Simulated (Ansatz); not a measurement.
# GaN, space group P6_3mc: cell relaxations under several functionals

With the Ansatz DFT code, driven from Python.

At the Python prompt:
```pycon
>>> import ansatz as az
>>> import numpy as np
>>> def edges_and_angles(cell):
...     cell = np.asarray(cell)
...     a, b, c = np.linalg.norm(cell, axis=1)
...     cosines = cell[1] @ cell[2] / (b * c), cell[0] @ cell[2] / (a * c), cell[0] @ cell[1] / (a * b)
...     return (a, b, c, *np.degrees(np.arccos(cosines)))
...
>>> system = (
...     az.Lattice.of([3.18, 0.0, 0.0], [-1.59, 2.753961, 0.0], [0.0, 0.0, 5.166])
...     .atom("Ga", [1 / 3, 2 / 3, 0.0])
...     .atom("Ga", [2 / 3, 1 / 3, 0.5])
...     .atom("N", [1 / 3, 2 / 3, 0.375])
...     .atom("N", [2 / 3, 1 / 3, 0.875])
... )
>>> [site.symbol for site in system.resolved().sites]
['Ga', 'Ga', 'N', 'N']
>>> calc = (
...     system.calculation()
...     .occupations("fixed")
...     .kpoints(12, 12, 4)
...     .relax(cell=True, force_tolerance=0.05)
... )
>>> levels = [("pbe", "none"), ("lda", "none"), ("r2scan", "rvv10"), ("pbe", "d4")]
>>> print("level            a       b       c    alpha   beta  gamma  V/atom  steps")
level            a       b       c    alpha   beta  gamma  V/atom  steps
>>> for name, dispersion in levels:
...     seen = []
...     run = calc.functional(name, dispersion=dispersion).session().plan()
...     res = run.execute(on_event=lambda e: seen.append(e) if e["event"] == "relax_step" else None)
...     cell = res.lattice.cell_ang
...     label = name if dispersion == "none" else f"{name}+{dispersion}"
...     print("{:13s} {:7.4f} {:7.4f} {:7.4f} {:6.2f} {:6.2f} {:6.2f}".format(label, *edges_and_angles(cell)), f"{abs(np.linalg.det(cell)) / len(res.lattice.sites):7.3f} {len(seen):5d}")
...
DeckWarning: basis.ecutwfc = 420 eV, auto-derived from the records' recommended cutoffs: set by Ga (normal level)
pbe            3.2184  3.2184  5.2429  90.00  90.00 120.00  11.758     7
lda            3.1518  3.1518  5.1383  90.00  90.00 120.00  11.051     8
DeckWarning: basis.ecutwfc = 500 eV, auto-derived from the records' recommended cutoffs: set by Ga (their level for a meta-GGA)
r2scan+rvv10   3.1762  3.1762  5.1737  90.00  90.00 120.00  11.300     5
pbe+d4         3.1851  3.1851  5.1896  90.00  90.00 120.00  11.399     7
```

From smallest to largest: LDA (11.05 Å³ an atom, -2.3 % against the start), r2SCAN+RVV10 (11.30 Å³ an atom, -0.1 % against the start), PBE+D4 (11.40 Å³ an atom, +0.8 % against the start) and PBE (11.76 Å³ an atom, +4.0 % against the start). The spread is 6.4 % in volume.

Reading the output:
- Of the deposited cell: the entry's cell lengths or inner coordinates differ somewhat from later room-temperature determinations.
- The starting cell is as deposited in a crystallographic database; the results hold for this polymorph, which needn't be the stable one.
- Warnings are shown shortened and without file and line.
- The whole script took 2.5 min on 1 thread of Arm Neoverse V2 (shared host), peak memory 0.63 GiB.
